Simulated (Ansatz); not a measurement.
# C3H8FGaO: up Jacob's ladder to CCSD(T)

One table from this session's results is given with a row withheld; the runs are named, their logs left out.

Method: functionals in def2-TZVPP, the program's frozen cores in correlated methods; program: Ansatz 0.2.0, Gaussian basis.

The runs, in order: PBE-D4, r2SCAN-D4, PBE0-D4, B3LYP-D4, ωB97X-V, ωB97M-V, B2PLYP; CCSD(T)/def2-TZVPP; MP2/def2-QZVPP; extrapolation to the limit.

## The geometry

An earlier PBE0-D4 in a triple-zeta def2 set relaxation fixed the geometry.

SMILES `CC[O][Ga]([CH3])[F]`, 14 atoms, charge 0, spin multiplicity 1.

Atoms are counted from 1 here; the program's logs count them from 0.

Bond lengths: C1–C2 1.512 Å, C1–H7 1.092 Å, C1–H8 1.094 Å, C1–H9 1.093 Å, C2–O3 1.413 Å, C2–H10 1.097 Å, C2–H11 1.096 Å, O3–Ga4 1.772 Å, Ga4–C5 1.937 Å, Ga4–F6 1.765 Å, C5–H12 1.091 Å, C5–H13 1.091 Å, C5–H14 1.089 Å. Angles: C2–C1–H7 110.5°, C2–C1–H8 110.6°, C2–C1–H9 110.7°, H7–C1–H8 108.7°, H7–C1–H9 108.4°, H8–C1–H9 107.8°, C1–C2–O3 112.0°, C1–C2–H10 109.6°, C1–C2–H11 110.0°, O3–C2–H10 111.1°, O3–C2–H11 106.8°, H10–C2–H11 107.2°, C2–O3–Ga4 123.1°, O3–Ga4–C5 126.2°, O3–Ga4–F6 112.3°, C5–Ga4–F6 121.5°, Ga4–C5–H12 109.7°, Ga4–C5–H13 109.7° and more.

The first run:

in.yaml reads:

```yaml
crystal:
  periodic: [false, false, false]
  atoms:
    - {symbol: C, position_ang: [0.088194, -1.061270, -2.031254]}
    - {symbol: C, position_ang: [1.032250, -0.077045, -1.377551]}
    - {symbol: O, position_ang: [0.942079, -0.113564, 0.032493]}
    - {symbol: Ga, position_ang: [-0.370222, 0.657051, 0.939580]}
    - {symbol: C, position_ang: [-0.624012, 0.595380, 2.858566]}
    - {symbol: F, position_ang: [-1.470189, 1.555795, -0.107931]}
    - {symbol: H, position_ang: [0.265768, -2.070993, -1.654041]}
    - {symbol: H, position_ang: [-0.951993, -0.789081, -1.830076]}
    - {symbol: H, position_ang: [0.227741, -1.068598, -3.115681]}
    - {symbol: H, position_ang: [0.834501, 0.932078, -1.759869]}
    - {symbol: H, position_ang: [2.068251, -0.324723, -1.634734]}
    - {symbol: H, position_ang: [-0.623110, 1.608578, 3.263082]}
    - {symbol: H, position_ang: [-1.588682, 0.139974, 3.087626]}
    - {symbol: H, position_ang: [0.169414, 0.016395, 3.329798]}
basis:
  gaussian: {orbitals: def2-TZVPP}
hamiltonian: {xc: pbe, dispersion: d4}
output: {forces: true, orbitals: {seedname: orbitals}}
```

Started as:

```sh
$ ansatz run in.yaml --threads 2 --pin off --events-out ev --progress --plain --max-ram 22528MiB --backend cuda --devices 0, --max-vram 18GiB
```

Among the steps run: PBE-D4 (GGA); r2SCAN-D4 (meta-GGA); PBE0-D4 (hybrid); B3LYP-D4 (hybrid); ωB97X-V (range-separated); ωB97M-V (range-separated); B2PLYP (double hybrid); CCSD(T) in def2-TZVPP; MP2 in def2-QZVPP.

One table of the session follows, with a row left open; its other results are not shown here.

| method | atomisation energy (kJ/mol) |
| --- | --- |
| PBE-D4 | 5385.3 |
| r2SCAN-D4 | 5315.0 |
| PBE0-D4 | ? |
| B3LYP-D4 | 5276.0 |
| ωB97X-V | 5306.9 |
| ωB97M-V | 5296.1 |
| B2PLYP | 5246.0 |
| HF/def2-TZVPP | 3905.7 |
| MP2/def2-TZVPP | 5293.3 |
| CCSD/def2-TZVPP | 5125.5 |
| CCSD(T)/def2-TZVPP | 5198.3 |
| MP2/CBS | 5406.7 |
| CCSD(T)/CBS | 5311.7 |

**Question.** Estimate the row for PBE0-D4.

The run gave: atomisation energy (kJ/mol): 5293.8. In the column «atomisation energy (kJ/mol)» it lies between MP2/def2-TZVPP (5293.3) and ωB97M-V (5296.1).

Caveats from the session: Free atoms (3 C, 1 O, 1 Ga, 1 F, 8 H) were run apart at each level; the atomisation energy is their sum less the molecule, without zero-point or spin-orbit terms.
